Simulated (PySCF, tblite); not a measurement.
**C₃H₁₃FSSi₃: geometry, infrared bands and NMR shifts**

What infrared bands and NMR shifts should C₃H₁₃FSSi₃ (`CS[C@](F)([SiH3])[SiH2]C[SiH3]`) show?

Programs: tblite 0.8.0 and PySCF 2.14.0, with density-fitted response routines of our own. Each step states its level of theory. These are calculated values for one molecule in the gas phase, unless marked as measured. Atoms are numbered from 0 throughout.

## Step 1: The starting structure

21 atoms, charge 0, multiplicity 1; geometry from: force field or distance geometry start.

Bonds of the start (Å): C0–S1 1.82, S1–C2 1.83, C2–F3 1.35, C2–Si4 1.84, C2–Si5 1.86, Si5–C6 1.85, C6–Si7 1.85, C0–H8 1.09, C0–H9 1.08, C0–H10 1.10, Si4–H11 1.50, Si4–H12 1.49, Si4–H13 1.49, Si5–H14 1.48, Si5–H15 1.47, C6–H16 1.09, C6–H17 1.09, Si7–H18 1.49, Si7–H19 1.48, Si7–H20 1.48.

## Step 2: Optimising the geometry with GFN2-xTB

The job: settings as JSON, then the geometry in Å.

```
{"job": {"kind": "relax", "xc": "GFN2-xTB", "basis": "xTB"}, "charge": 0, "multiplicity": 1}
C      1.978300     2.161700    -0.231100
S      0.637700     1.465900    -1.254100
C      0.687300    -0.261800    -0.638700
F      1.126200    -0.277600     0.636100
Si     1.761200    -1.313700    -1.694400
Si    -1.026600    -0.988700    -0.713900
C     -2.354600    -0.023400     0.145800
Si    -1.960200     0.030400     1.953400
H      2.115900     3.209300    -0.507300
H      2.906700     1.633800    -0.392400
H      1.700200     2.123000     0.827500
H      1.324600    -1.351000    -3.124900
H      3.160700    -0.809300    -1.690100
H      1.830300    -2.721800    -1.226000
H     -1.032700    -2.372500    -0.181800
H     -1.472800    -1.131100    -2.112400
H     -3.320700    -0.511200    -0.010800
H     -2.438300     0.978600    -0.262400
H     -1.785400    -1.334200     2.515200
H     -3.087800     0.663700     2.682400
H     -0.759000     0.847000     2.220000
```

On the command line:

```sh
$ OMP_NUM_THREADS=1 python probes_run.py task.json out
```

One launch serves the whole session: the jobs run in the order shown.

**Question.** This job is followed by: GFN2-xTB harmonic vibrations, gas phase; GIAO PBE0/pcSseg-1 NMR shielding, non-relativistic, gas phase. Predict these results of the whole session: strongest single infrared mode (GFN2-xTB); zero-point energy (GFN2-xTB); 13C shifts against TMS (PBE0/pcSseg-1); 1H shifts against TMS (PBE0/pcSseg-1, means over atoms taken as alike); 33S shifts against CS2 (PBE0/pcSseg-1); 19F shifts against CFCl3 (PBE0/pcSseg-1); 29Si shifts against TMS (PBE0/pcSseg-1).

**Answer**, as computed:

```
                                                              quantity                                          value
                             strongest single infrared mode (GFN2-xTB)                          2306 cm⁻¹, 581 km/mol
                                          zero-point energy (GFN2-xTB)                                  86.2 kcal/mol
                                13C shifts against TMS (PBE0/pcSseg-1)                          99.9, 16.4, -15.0 ppm
1H shifts against TMS (PBE0/pcSseg-1, means over atoms taken as alike)  4.51, 4.49, 4.26, 4.14, 2.43, 0.36, -0.25 ppm
                                33S shifts against CS2 (PBE0/pcSseg-1)                                         42 ppm
                              19F shifts against CFCl3 (PBE0/pcSseg-1)                                     -227.8 ppm
                               29Si shifts against TMS (PBE0/pcSseg-1)                        -36.1, -66.3, -73.0 ppm
```

Over 183 steps the energy fell by 0.515 eV; of the close pairs, C2–Si4 changed most, 1.837 to 1.921 Å. All 57 modes are real, so the xTB geometry is a minimum. GFN2-xTB is a fitted tight-binding method: band positions and strengths are rough. Its intensities can rank the bands wrongly. The most deshielded carbon is C2 (fully substituted sp3 carbon bonded to F and S and 2 Si), at 99.9 ppm: deshielded by the electronegative neighbour. At PBE0/pcSseg-1: The widest tensor belongs to S1: span 413 ppm, with a paramagnetic part of -599 ppm.
